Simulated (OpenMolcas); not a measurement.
# Ti³⁺ among point charges: CASSCF and CASPT2 levels, g values and susceptibility

Aim: the splitting of the states of Ti³⁺ in the field of 6 point charges, its lowest levels with spin-orbit coupling and its magnetic susceptibility.

Method: state-averaged CASSCF and CASPT2, spin-orbit coupling by RASSI with atomic mean-field integrals. Code: OpenMolcas 26.06.

**1. What is computed**

| Quantity | Value |
| --- | --- |
| Species | Ti³⁺ (titanium, Z = 22, 19 electrons) |
| Basis | ANO-RCC-VDZP [5s4p2d1f], 34 functions |
| Scalar Hamiltonian | DKH2, point nucleus |
| Inactive shells | 1s 2s 2p 3s 3p |
| Active space | 1 electron in 5 orbitals (3d) |
| Some configurations of this space | 3d |
| Orbitals | optimised for each spin and parity, averaged over all roots |

The outer shells:

3d
```
3d [↑ ][  ][  ][  ][  ]
```

The ion sits among 6 point charges of -2.2 e arranged as an octahedron (Oh), 2.12 Å from the ion.

The work runs as a chain of OpenMolcas steps in one folder; each step below is one input file. The outputs are cut to the sections that carry results. Labels, J, g values, rates, χT and fits are worked out afterwards by a script from the matrices that RASSI stores. The input lists half of the charges; inversion (Group=XYZ) makes the rest.

**2. One- and two-electron integrals**

The input, a.inp:

```
&GATEWAY
Coord
1

Ti 0.0 0.0 0.0
Basis=ANO-RCC-VDZP
Group=XYZ
NoMove
AngMom=0.0 0.0 0.0
AMFI
XField
3 Angstrom 0
2.120000 0.000000 0.000000 -2.200000
0.000000 2.120000 0.000000 -2.200000
0.000000 0.000000 2.120000 -2.200000
&SEWARD
```

The run is started by

```bash
$ OMP_NUM_THREADS=1 MOLCAS_MEM=1689 MOLCAS_PROJECT=a pymolcas a.inp > a.log
```

**3. CASSCF: doublets of even parity, 5 roots**

The input, a.inp:

```
&RASSCF
FileOrb=start.orb
Symmetry=1
Spin=2
nActEl=1 0 0
Inactive=3 6
Ras2=5 0
CIRoot=5 5 1
SDav=5
CIMx=300
Iter=120 100
PrWF=0.3
OrbListing=Nothing
MaxOrb=0
>>> COPY $Project.JobIph JOB001
```

start.orb holds the contracted functions of the basis, ordered by shell, or the orbitals of the step before.

**4. State interaction with spin-orbit coupling**

The input, a.inp:

```
&RASSI
NrOfJobIphs=1 5
1 2 3 4 5
IphNames
JOB001
EJob
SpinOrbit
DIPRint=1.0
SOCoupling=1000.0
Subsets=2
Property=9
'ANGMOM' 1 'ANGMOM' 2 'ANGMOM' 3 'MLTPL  1' 1 'MLTPL  1' 2 'MLTPL  1' 3
'AMFI' 1 'AMFI' 2 'AMFI' 3
SOProperty=3
'ANGMOM' 1 'ANGMOM' 2 'ANGMOM' 3
```

**5. CASPT2: IPEA 0.25, imaginary shift 0.1 (closed shells correlated: 3s 3p)**

The input, a.inp:

```
>>> COPY JOB001 $Project.JobIph
&CASPT2
Multistate=5 1 2 3 4 5
NoMult
Frozen=2 3
IPEA=0.25
Imaginary=0.1
MaxIter=60
WThr=0.0 0.3 0.05
PrWF=0.5
NoMix
```

(Steps that only read results are left out.)

Q: Predict the outcome of this session. Wanted: spin-free ground state; first state of the same spin; lowest level; next level.

**Answer**, as computed:

| quantity | value |
| --- | --- |
| method | SS-CASPT2, IPEA 0.25, imaginary shift 0.1 (closed shells correlated: 3s 3p) |
| spin-free ground state | 2T2, 3-fold in its orbital part |
| first state of the same spin | 2E at 6620 cm⁻¹ |
| lowest level | 4-fold Γ8 |
| next level | 221.8 cm⁻¹ |
| χT at 300 K | 0.46 cm³ K/mol |
| effective moment at 300 K | 1.93 μB |

Cost by method:

```
                                              method  time of its own steps  time with the reference
                                           A. CASSCF                  1.4 s                    1.4 s
B. SS-CASPT2, IPEA 0.25, imaginary shift 0.1, +3s 3p                 0.42 s                    1.8 s
```

Times are of one thread on a shared host.

What this shows: The spin-free ground state (2T2) comes to 100 % from free-ion D terms and keeps the highest spin of the shell. χT at 300 K is 0.46, against 0.38 cm³ K/mol for the spin alone, so orbital moment adds to it. A ligand-field fit to the states below 45000 cm-1 gives 10Dq = 6622 cm-1, the gap between the two states. CASPT2 does not keep the components of a term degenerate, and the means are used. Point charges give too small a field for d ions at true ligand charges. This is an electrostatic model: the charges have no orbitals.
